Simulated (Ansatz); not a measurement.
The system is Sn3Te.

```xyz
4
Lattice="-2.3009 2.3009 5.5165 2.3009 -2.3009 5.5165 2.3009 2.3009 -5.5165" Properties=species:S:1:pos:R:3 pbc="T T T"
Te    0.0000    0.0000    0.0000
Sn    0.0000    0.0000    5.5165
Sn    2.3009    0.0000    2.7582
Sn    0.0000    2.3009    2.7582
```

The cell comes from a database or a generator and needn't be the stable form of this composition.

Base run:

| Property | Result |
| --- | --- |
| Program | Ansatz 0.2.0 |
| Functional | PBEsol |
| Potentials or basis | all-electron LAPW, scalar-relativistic |
| Cutoff | 175 eV |
| Density cutoff | 700 eV |
| Basis error allowed | 0.001 eV/atom |
| k mesh | 8 × 8 × 8 |
| Occupations | fermi-dirac, width 0.05 eV |
| Spin | no spin polarisation |

Its results: pressure -3.0 GPa.

The run is repeated on the same cell with these changes: functional from PBEsol to LDA; basis error allowed from 0.001 eV/atom to 0.002 eV/atom. What comes out?

Pressure -4.1 GPa.

Not every run made on this cell is shown here.
